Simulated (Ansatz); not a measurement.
# SnS3: the cost of one run

Method: DFT PBE, scalar-relativistic, plane waves, PAW, in Ansatz 0.2.0.

### 1 The system as given

Symmetry: Pm-3m, No. 221, cubic system. The conventional cell has a = 4.396 Å, b = 4.396 Å, c = 4.396 Å, α = 90.00°, β = 90.00°, γ = 90.00°. Sn (site symmetry m-3m) has 12 S at 3.11 Å in its first shell of neighbours. Around S (site symmetry 4/mmm) lie 4 Sn at 3.11 Å and 8 S at 3.11 Å.

Coordinates:

```cif
data_structure
_symmetry_space_group_name_H-M 'P 1'
_symmetry_Int_Tables_number 1
_cell_length_a 4.3965
_cell_length_b 4.3965
_cell_length_c 4.3965
_cell_angle_alpha 90.000
_cell_angle_beta 90.000
_cell_angle_gamma 90.000
_cell_volume 84.98
loop_
_atom_site_label
_atom_site_type_symbol
_atom_site_fract_x
_atom_site_fract_y
_atom_site_fract_z
_atom_site_occupancy
Sn1 Sn 0.00000 0.00000 0.00000 1
S1 S 0.50000 0.50000 0.00000 1
S2 S 0.00000 0.50000 0.50000 1
S3 S 0.50000 0.00000 0.50000 1
```

Recipe of the guess: species swapped into a database cell of InPt3 (Pm-3m, No. 221), with Sn on the In sites and S on the Pt sites. The dimensions are guesses.

### 2 Probe: one point on a coarse mesh

Input file input.yaml:

```yaml
crystal:
  lattice:
    - [4.39648509, 0.0, 0.0]
    - [0.0, 4.39648509, 0.0]
    - [0.0, 0.0, 4.39648509]
  atoms:
    - { symbol: Sn, position: [0.0, 0.0, 0.0] }
    - { symbol: S, position: [0.5, 0.5, 0.0] }
    - { symbol: S, position: [0.0, 0.5, 0.5] }
    - { symbol: S, position: [0.5, 0.0, 0.5] }
basis:
  ecutwfc: 420
kpoints:
  mp_grid: { grid: [4, 4, 4] }
hamiltonian:
  xc: pbe
scf:
  occupations: { method: gaussian, width: 0.1 }
  lower_state_search: "off"
output:
  forces: true
  stress: true
  eigenvalues: true
```

On the command line:

```
$ ansatz run input.yaml --threads 1 --pin off --max-ram 2560MiB --backend cpu --events-out ev --progress --plain --runs-dir out
```

Q: Estimate wall time and peak memory on 1 thread of Intel Xeon at 2.50GHz (Skylake/Cascade Lake), shared host.

About 2.5 s, with a peak of 0.33 GiB.
